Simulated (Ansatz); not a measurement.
# Ga₂PH (quintet): wave-function methods side by side, cc-pVDZ

An exercise on one series of results from a longer session: the logs are not shown, and one member is left open.

Computed with Ansatz 0.2.0, Gaussian basis. Level: cc-pVDZ, core rule «outside noble gas», up to 33 orbitals frozen.

Plan: UHF; CCSD(T) on ROHF; CCSD(T) on UHF; BCCD(T) on ROHF; CISD; CCSDT(Q) on ROHF; CCSDT(Q) on UHF.

25 further runs of the same task are left out: 1 for a known fault of the program, 13 that didn't finish, 11 set aside as unsound or not needed.

### The geometry

The geometry is a PBE0/def2-TZVP stationary point (not a proven minimum) of the parent state, kept for this charge and spin. No spin-orbit coupling is included. The filled d shell of Ga may be among the frozen orbitals whatever the setting's name suggests; the logs give the count.

4 atoms, charge 0, spin multiplicity 5.

Atoms are counted from 1 here; the program's logs count them from 0.

Bond lengths: Ga1–Ga2 2.628 Å, Ga1–H4 1.924 Å, Ga2–P3 2.359 Å, Ga2–H4 1.850 Å. Angles: Ga2–Ga1–H4 44.7°, Ga1–Ga2–P3 151.8°, Ga1–Ga2–H4 47.1°, P3–Ga2–H4 104.7°, Ga1–H4–Ga2 88.2°.

Set-up of the first run:

Contents of in.yaml:

```yaml
crystal:
  periodic: [false, false, false]
  atoms:
    - {symbol: Ga, position_ang: [0.000000, 0.151489, 1.932551]}
    - {symbol: Ga, position_ang: [0.000000, -0.335749, -0.649438]}
    - {symbol: P, position_ang: [0.000000, 0.374792, -2.899333]}
    - {symbol: H, position_ang: [0.000000, 1.228698, 0.338030]}
basis:
  gaussian: {orbitals: cc-pVDZ}
magnetization: {spin_polarized: true, initial_magnetization: 4}
hamiltonian: {xc: hf}
output: {orbitals: {seedname: orbitals}}
```

Run with:

```
> ansatz run in.yaml --threads 1 --pin off --events-out ev --progress --plain --max-ram 2393MiB
```

Among the steps run: UHF; CCSD(T) on ROHF; CCSD(T) on UHF; BCCD(T) on ROHF; CISD; CCSDT(Q) on ROHF; CCSDT(Q) on UHF.

One of the session's tables, all rows but one given; the rest of the session is left out.

| method | from RCCSDT(Q) (kcal/mol) |
| --- | --- |
| ROHF | +147.38 |
| UHF | +142.25 |
| RMP2 | +35.52 |
| UMP2 | +35.67 |
| RCCSD | +7.56 |
| UCCSD | +7.21 |
| RCCSD(T) | +1.93 |
| UCCSD(T) | +1.79 |
| BCCD(T) | +1.85 |
| RCCSDT | +0.45 |
| UCCSDT | ? |
| RCCSDT(Q) | 0 |
| UCCSDT(Q) | -0.18 |

Q: Estimate the row for UCCSDT from the others.

**Answer.** from RCCSDT(Q) (kcal/mol): +0.28. In the column «from RCCSDT(Q) (kcal/mol)» it lies between RCCSDT(Q) (0) and RCCSDT (+0.45).

Not comparable, so not listed: CISD (they don't share determinant, frozen orbitals or solution with the rows shown, or repeat one).

To keep in mind: Restricted and unrestricted rows rest on different reference determinants; where their highest levels disagree by more than a few hundredths of an eV, they describe different states and don't form one ladder.
